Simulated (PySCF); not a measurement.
**CsP+: bond curves at several levels of theory**

The task here is to estimate one member of a computed series from the others.

Method: Cs def2-SVP with ECP46, P def2-SVP, scalar-relativistic core potentials; program: PySCF 2.14.0.

Set-up of the first run:

The job is set up so:

```json
{"atoms": "Cs, P", "charge": "1", "basis": "Cs def2-SVP with ECP46, P def2-SVP", "Hamiltonian": "scalar-relativistic core potentials", "basis functions": "42", "electrons treated": "23", "masses in u": "132.9054, 30.9738", "levels": "PBE0, PBE, r²SCAN, TPSS, revPBE, B97-3, HF, MP2, SCS-MP2, CCSD, CCSD(T)", "grid": "80 radial by 434 angular points", "occupations": "held fixed by the projection of orbital angular momentum", "dissociation limit": "Cs+ + P, each in its ground configuration", "starting distance in angstrom": "3.370", "values of 2S to try": "1, 3"}
```

Run with:

```bash
$ OMP_NUM_THREADS=1 python dia.py task.json out
```

Among the steps run: Set-up; PBE0 along the bond; Other states along the same grid; PBE (GGA); r²SCAN; TPSS (meta-GGA); revPBE; B97-3 (global hybrid GGA); UHF; MP2 and coupled cluster.

One table of the session follows, with a row left open; its other results are not shown here.

It belongs to the step «The curves together». Energy (eV) from each level's lowest point:

| R (Å) | UHF | UHF-MP2 | UHF-SCS-MP2 | UHF-CCSD | UHF-CCSD(T) |
| --- | --- | --- | --- | --- | --- |
| 3.406 | 0.168 | 0.115 | 0.124 | n/a | n/a |
| 3.565 | 0.086 | 0.050 | 0.056 | 0.050 | 0.048 |
| 3.723 | 0.039 | 0.016 | 0.020 | 0.016 | 0.015 |
| 3.842 | 0.018 | 0.004 | 0.006 | 0.004 | 0.004 |
| 3.961 | 0.007 | 0.000 | 0.001 | 0.000 | 0.000 |
| 4.080 | 0.001 | 0.001 | 0.000 | 0.001 | 0.001 |
| 4.238 | 0.000 | 0.006 | 0.004 | 0.006 | 0.007 |
| 4.436 | ? | ? | ? | ? | ? |
| 4.674 | 0.013 | 0.030 | 0.026 | 0.030 | 0.032 |
| 4.991 | 0.026 | 0.047 | 0.042 | n/a | n/a |

**Question.** Estimate the row for R (Å) = 4.436.

Worked estimate for «UHF». A straight line through the neighbours (4.238, 0.000) and (4.674, 0.013) gives 0.000 + (0.013 − 0.000) × (4.436 − 4.238) / (4.674 − 4.238) = 0.006; a parabola fitted to 4 rows on both sides gives 0.005.

As computed: UHF: 0.004; UHF-MP2: 0.016; UHF-SCS-MP2: 0.013; UHF-CCSD: 0.017; UHF-CCSD(T): 0.018. In «UHF» the line misses by +0.002 and the parabola by +0.001.

Limits of these values: The bond is weak, and basis-set superposition, which was not computed, may be a sizeable part of it.
